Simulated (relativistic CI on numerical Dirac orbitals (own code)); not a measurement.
# Ho XVI (Ho¹⁵⁺): levels and lines

The task is the spectrum of Ho¹⁵⁺: levels, purity of their labels, lifetimes and lines; further runs change one setting each.

Program: relativistic CI on numerical Dirac orbitals (own code) version 4. Level of theory: Dirac-Coulomb-Breit CI, KLI orbitals optimised for each configuration, model QED (radiative potential, 1s self-energy scaled to tabulated hydrogen-like ionisation energies). These are calculated values, not measurements, unless marked.

## Step 1: What is computed

- ion: Ho¹⁵⁺ (Ho XVI)
- nuclear charge: 67
- electrons: 52
- isotope: A = 165
- first configuration typed: [Kr] 4d10 4f4 5s2

The outer shells:

first configuration typed
```
[Kr] core
4d [↑↓][↑↓][↑↓][↑↓][↑↓]
4f [↑ ][↑ ][↑ ][↑ ][  ][  ][  ]
5s [↑↓]
```

## Step 2: Base run

Input settings:

```ini
atom Ho  Z=67  charge=15  electrons=52
nucleus A=165  rms_radius_fm=5.2022
hamiltonian dirac-coulomb  breit=on  qed=on  c_scale=1
orbitals kli  potential=per-configuration
slater_scale 1
correlation none
mixing on
configurations
  [Kr] 4d10 4f4 5s2
  [Kr] 4d10 4f6
  [Kr] 4d10 4f5 5s
  [Kr] 4d10 4f4 5s 5p
  [Kr] 4d10 4f5 5p
  [Kr] 4d10 4f3 5s2 5p
  [Kr] 4d10 4f3 5s 5p2
  [Kr] 4d10 4f5 5d
  [Kr] 4d10 4f2 5s2 5p 6s
  [Kr] 4d10 4f3 5s2 6s
  [Kr] 4d10 4f3 5s2 7s
  [Kr] 4d10 4f2 5s2 5p2
  [Kr] 4d10 4f2 5s 5p3
  [Kr] 4d10 4f 5s2 5p3
  [Kr] 4d10 4f 5s2 5p2 6s
  [Kr] 4d10 4f 5s2 5p2 7s
  [Kr] 4d10 4f2 5s2 6s2
  [Kr] 4d10 4f2 5s 5p 6s2
  [Kr] 4d10 4f 5s2 5p 6s2
  [Kr] 4d10 4f 5s2 6s2 7s
end
```

Command:

```console
python run_levels.py task.json out
```

task.json lists these runs, among others, and the program works through them in turn.

## Step 3: Without the Breit term

Changes to the settings of step 2:

```diff
@@ -2,3 +2,3 @@
 nucleus A=165  rms_radius_fm=5.2022
-hamiltonian dirac-coulomb  breit=on  qed=on  c_scale=1
+hamiltonian dirac-coulomb  breit=off  qed=on  c_scale=1
 orbitals kli  potential=per-configuration
```

## Step 4: The first configuration alone

Input settings:

```ini
atom Ho  Z=67  charge=15  electrons=52
nucleus A=165  rms_radius_fm=5.2022
hamiltonian dirac-coulomb  breit=on  qed=on  c_scale=1
orbitals kli  potential=per-configuration
slater_scale 1
correlation none
mixing on
configurations
  [Kr] 4d10 4f4 5s2
end
```

(Steps that only read results are left out.)

Before running it: what results should come out? Wanted: lowest level; first excitation; lowest level of the other parity; fastest E1 line.

The runs gave:

| run | time | mean size of shift, levels followed (cm⁻¹) | lowest level |
| --- | --- | --- | --- |
| main run | 8.2 s | 0 | 4f6 7F0 |
| without the Breit term | 6.4 s | 1138 | 4f6 7F0 |
| the first configuration alone | 0.11 s | - | 4f4 5I4 |

| quantity | value |
| --- | --- |
| lowest level | 4f6 7F0 |
| first excitation | 4f6 7F1, 979.4 cm⁻¹ |
| lowest level of the other parity | 4f5 5s 7H°2, 20347 cm⁻¹ |
| levels in the model | 7728 |
| fastest E1 line (by rate) to the lowest level among the lowest 400 of 7728 levels | 175.3 nm, from 4f5 5s 5F°1 |

What this shows: The lowest level is 4f6 7F0, 89 % pure in LS and 54 % in jj coupling; over the low levels the means are 92 and 45 %, so LS coupling describes them better. Of the changes tried, the run «without the Breit term» moves the low levels most, by 1138 cm⁻¹ on average. The computed lowest level is not of the first configuration typed, so it may not be the ion's true ground level. Low levels that differ in the count of f electrons can be misplaced by several ten thousand cm⁻¹. Lifetimes count radiative decay inside the model alone.
